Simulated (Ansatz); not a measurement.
# Ti5Al2C3: the cost of one run

Method: DFT PBEsol, scalar-relativistic, plane waves, PAW, in Ansatz 0.2.0.

**1. The structure to begin with**

Symmetry: R-3m, No. 166, trigonal system. The conventional cell has a = 3.073 Å, b = 3.073 Å, c = 48.619 Å, α = 90.00°, β = 90.00°, γ = 120.00°. Ti (site symmetry -3m) is surrounded by 6 C at 2.20 Å. Ti (site symmetry 3m) is surrounded by 3 C at 2.07 Å. Around Ti (site symmetry 3m) lie 3 C at 2.11 Å. Al (site symmetry 3m) has 6 Ti at 2.90 to 2.92 Å and 6 Al at 3.07 Å as nearest neighbours. C (site symmetry 3m) is surrounded by 6 Ti at 2.07 to 2.20 Å. Around C (site symmetry -3m) lie 6 Ti at 2.11 Å.

Structure file:

```xyz
10
Lattice="1.5366 0.8871 16.2063 -1.5366 0.8871 16.2063 0.0000 -1.7743 16.2063" Properties=species:S:1:pos:R:3 pbc="T T T"
Ti    0.0000    0.0000   24.3094
Ti    0.0000    0.0000   38.1563
Ti    0.0000    0.0000   33.5543
Ti    0.0000    0.0000   15.0645
Ti    0.0000    0.0000   10.4625
Al    0.0000    0.0000   28.9816
Al    0.0000    0.0000   19.6372
C     0.0000    0.0000   41.8133
C     0.0000    0.0000    6.8056
C     0.0000    0.0000    0.0000
```

Source of the structure: the Materials Project (structure only).

(A quick probe on a coarse mesh, which set the mesh and smearing, is not shown.)

**3. Full relaxation**

Input file input.yaml:

```yaml
crystal:
  lattice:
    - [1.5365681492, 0.8871380346, 16.2062720596]
    - [-1.5365681492, 0.8871380346, 16.2062720596]
    - [0.0, -1.7742760691, 16.2062720596]
  atoms:
    - { symbol: Ti, position: [0.5, 0.5, 0.5] }
    - { symbol: Ti, position: [0.784806, 0.784806, 0.784806] }
    - { symbol: Ti, position: [0.690151, 0.690151, 0.690151] }
    - { symbol: Ti, position: [0.309849, 0.309849, 0.309849] }
    - { symbol: Ti, position: [0.215194, 0.215194, 0.215194] }
    - { symbol: Al, position: [0.596098, 0.596098, 0.596098] }
    - { symbol: Al, position: [0.403902, 0.403902, 0.403902] }
    - { symbol: C, position: [0.860022, 0.860022, 0.860022] }
    - { symbol: C, position: [0.139978, 0.139978, 0.139978] }
    - { symbol: C, position: [0.0, 0.0, 0.0] }
basis:
  ecutwfc: 420
kpoints:
  mp_grid: { grid: [12, 12, 12] }
hamiltonian:
  xc: pbesol
scf:
  occupations: { method: gaussian, width: 0.1 }
output:
  forces: true
  stress: true
  eigenvalues: true
  write_density: true
  write_potential: true
  elf: true
  volumetric_format: npy
relax:
  adjacent_minimum: "off"
  f_tol: 0.01
  max_steps: 80
  cell: { stress_tol: 0.05 }
```

Command:

```
ansatz run input.yaml --threads 2 --pin off --max-ram 5120MiB --backend cpu --events-out ev --progress --plain --runs-dir out
```

Q: Estimate wall time and peak memory on 2 threads of AMD EPYC (Zen 3), shared host.

About 8.8 min, with a peak of 1.1 GiB.
